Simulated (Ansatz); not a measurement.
# AlIn2Sb2As: the cost of one run

Computed with Ansatz 0.2.0 (DFT PBE, scalar-relativistic, plane waves, PAW, unless a step's input says otherwise).

### 1 Starting point

The structure is trigonal, space group P-3m1 (No. 164). The conventional cell has a = 4.492 Å, b = 4.492 Å, c = 7.542 Å, α = 90.00°, β = 90.00°, γ = 120.00°. Around Al (site symmetry -3m) lie 6 Sb at 3.29 Å and 6 In at 3.64 Å and 2 As at 3.77 Å. Around In (site symmetry 3m) lie 4 Sb at 2.65 to 2.95 Å and 3 As at 2.86 Å. Around Sb (site symmetry 3m) lie 4 In at 2.65 to 2.95 Å and 3 As at 3.13 Å. As (site symmetry -3m) is surrounded by 6 In at 2.86 Å and 6 Sb at 3.13 Å and 2 Al at 3.77 Å.

As a file:

```cif
data_structure
_symmetry_space_group_name_H-M 'P-3m1'
_symmetry_Int_Tables_number 164
_cell_length_a 4.4923
_cell_length_b 4.4923
_cell_length_c 7.5424
_cell_angle_alpha 90.000
_cell_angle_beta 90.000
_cell_angle_gamma 120.000
_cell_volume 131.82
loop_
_atom_site_label
_atom_site_type_symbol
_atom_site_symmetry_multiplicity
_atom_site_Wyckoff_symbol
_atom_site_fract_x
_atom_site_fract_y
_atom_site_fract_z
_atom_site_occupancy
Al1 Al 1 a 0.00000 0.00000 0.00000 1
In1 In 2 d 0.33333 0.66667 0.33940 1
Sb1 Sb 2 d 0.33333 0.66667 0.73116 1
As1 As 1 b 0.00000 0.00000 0.50000 1
```

A structure generator made this guess: species swapped into a database cell of LiCeCu2P2 (P-3m1, No. 164), with As on the Li sites, Al on the Ce sites, In on the Cu sites and Sb on the P sites. Its size is a rough estimate.

### 2 The guess as it stands, on a coarse mesh

The input, input.yaml:

```yaml
crystal:
  lattice:
    - [4.49225337, 0.0, 0.0]
    - [-2.24612668, 3.89040554, 0.0]
    - [0.0, 0.0, 7.54244082]
  atoms:
    - { symbol: Al, position: [0.0, 0.0, 0.0] }
    - { symbol: In, position: [0.33333333, 0.66666667, 0.33939901] }
    - { symbol: In, position: [0.66666667, 0.33333333, 0.66060099] }
    - { symbol: Sb, position: [0.33333333, 0.66666667, 0.73115599] }
    - { symbol: Sb, position: [0.66666667, 0.33333333, 0.26884401] }
    - { symbol: As, position: [0.0, 0.0, 0.5] }
basis:
  ecutwfc: 420
kpoints:
  mp_grid: { grid: [6, 6, 2] }
hamiltonian:
  xc: pbe
scf:
  occupations: { method: gaussian, width: 0.1 }
  lower_state_search: "off"
output:
  forces: true
  stress: true
  eigenvalues: true
```

Run with:

```
$ ansatz run input.yaml --threads 1 --pin off --max-ram 2560MiB --backend cpu --events-out ev --progress --plain --runs-dir out
```

What time and memory should one allow on 1 thread of Arm Neoverse V2, shared host?

About 5 s, with a peak of 0.43 GiB.
